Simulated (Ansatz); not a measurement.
**F (sc type): how the settings move a single-point run**

Aim: see which settings change the result for F (sc type), by how much, and at what cost.

Method: reference: DFT, LDA, all-electron LAPW, scalar-relativistic, in Ansatz 0.2.0.

2 further runs of the same task are left out: 2 that didn't finish. Runs told in other sessions of the task aren't counted.

**1. The structure to begin with**

The structure is cubic, space group Pm-3m (No. 221). Conventional cell: a = 1.935 Å, b = 1.935 Å, c = 1.935 Å, α = 90.00°, β = 90.00°, γ = 90.00°. F (site symmetry m-3m) has 6 F at 1.93 Å in its first shell of neighbours.

Structure file:

```
CELL_PARAMETERS angstrom
1.93485 0.00000 0.00000
0.00000 1.93485 0.00000
0.00000 0.00000 1.93485
ATOMIC_POSITIONS crystal
F 0.00000 0.00000 0.00000
```

**2. The reference run**

Contents of input.yaml:

```yaml
crystal:
  lattice:
    - [1.9348504622, 0.0, 0.0]
    - [0.0, 1.9348504622, 0.0]
    - [0.0, 0.0, 1.9348504622]
  atoms:
    - { symbol: F, position: [0.0, 0.0, 0.0] }
kpoints:
  mp_grid: { grid: [17, 17, 17] }
scf:
  occupations: { method: fermi_dirac, width: 0.08 }
hamiltonian:
  xc: lda
  pseudopotentials: { kind: all_electron, lapw: { basis_error: 0.001 } }
output:
  forces: true
  stress: true
  eigenvalues: true
  populations: true
```

The run is started by

```
> ansatz run input.yaml --threads 1 --pin off --max-ram 2048MiB --backend cpu --events-out ev --progress --plain --runs-dir out
```

**3. Variant: mp_grid.grid [26, 26, 26]**

input.yaml, as its differences from that of step 2:

```diff
@@ -8,3 +8,3 @@
 kpoints:
-  mp_grid: { grid: [17, 17, 17] }
+  mp_grid: { grid: [26, 26, 26] }
 scf:
```

**Question.** What will these runs give? Wanted: for each run, ending; energy change; pressure; gap; force.

**Answer**, as computed:

```
                         run     ending  energy change  pressure (GPa)  gap (eV)  force (eV/Å)  cycles   time
                   reference  converged              0            41.6      0.00          0.00       4  2.9 s
1: mp_grid.grid [26, 26, 26]  converged  +1.2 meV/atom            41.7      0.00          0.00       4  9.2 s
```

Residual by cycle in the longest SCF loop of each run; runs are numbered as in the table. The quantity is the density residual dr2, in eV.

```
cycle  reference    run 1
    1    0.00346  0.00347
    2     3.8e-4   3.8e-4
    3     6.5e-5   6.5e-5
    4     1.5e-8   1.5e-8
```

**Reading.** Changing the k-point mesh moves the energy by +1.2 meV/atom. Sampling errors of the energy have no fixed sign. Cost: 9.2 s against 2.9 s. The structure is not at rest: the sound run finds 42 GPa, so these are no properties of the relaxed crystal. 
